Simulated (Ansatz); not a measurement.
# GaH4OS: the cost of one run

Method: RKS PBE0-D4/def2-SVP, in Ansatz 0.2.0.

## 1. The system as given

Bond lengths: O1–Ga2 2.112 Å, Ga2–S3 2.199 Å, O1–H4 0.972 Å, O1–H5 0.972 Å, Ga2–H6 1.551 Å, S3–H7 1.337 Å. Angles: O1–Ga2–S3 100.9°, O1–Ga2–H6 94.4°, S3–Ga2–H6 164.6°, Ga2–O1–H4 126.1°, Ga2–O1–H5 126.7°, H4–O1–H5 107.2°, Ga2–S3–H7 96.5°.

Coordinates:

```xyz
7

O    -1.2840    0.0693   -0.6041
Ga    0.3129   -0.0143    0.7749
S     2.0360   -0.1042   -0.5886
H    -1.2064    0.0386   -1.5726
H    -2.2287    0.1554   -0.3935
H    -0.6038    0.0465    2.0242
H     2.9740   -0.1913    0.3598
```

## 2. End point A

The input, input.yaml:

```yaml
crystal:
  periodic: [false, false, false]
  atoms:
    - { symbol: O, position_ang: [-1.284, 0.06934, -0.60414] }
    - { symbol: Ga, position_ang: [0.31291, -0.0143, 0.77488] }
    - { symbol: S, position_ang: [2.03598, -0.10418, -0.58855] }
    - { symbol: H, position_ang: [-1.20643, 0.03857, -1.57264] }
    - { symbol: H, position_ang: [-2.2287, 0.1554, -0.39353] }
    - { symbol: H, position_ang: [-0.60376, 0.04652, 2.02421] }
    - { symbol: H, position_ang: [2.97399, -0.19135, 0.35977] }
total_charge: 1
basis:
  gaussian: { orbitals: def2-SVP }
hamiltonian:
  xc: pbe0
  dispersion: d4
relax:
  f_tol: 0.015
  max_steps: 40
```

Command:

```sh
> ansatz run input.yaml --threads 1 --pin off --max-ram 2048MiB --backend cpu --events-out ev --progress --plain --runs-dir out
```

Q: Estimate wall time and peak memory on 1 thread of Intel Xeon at 2.50GHz (Skylake/Cascade Lake), shared host.

About 51 s, with a peak of 0.18 GiB.
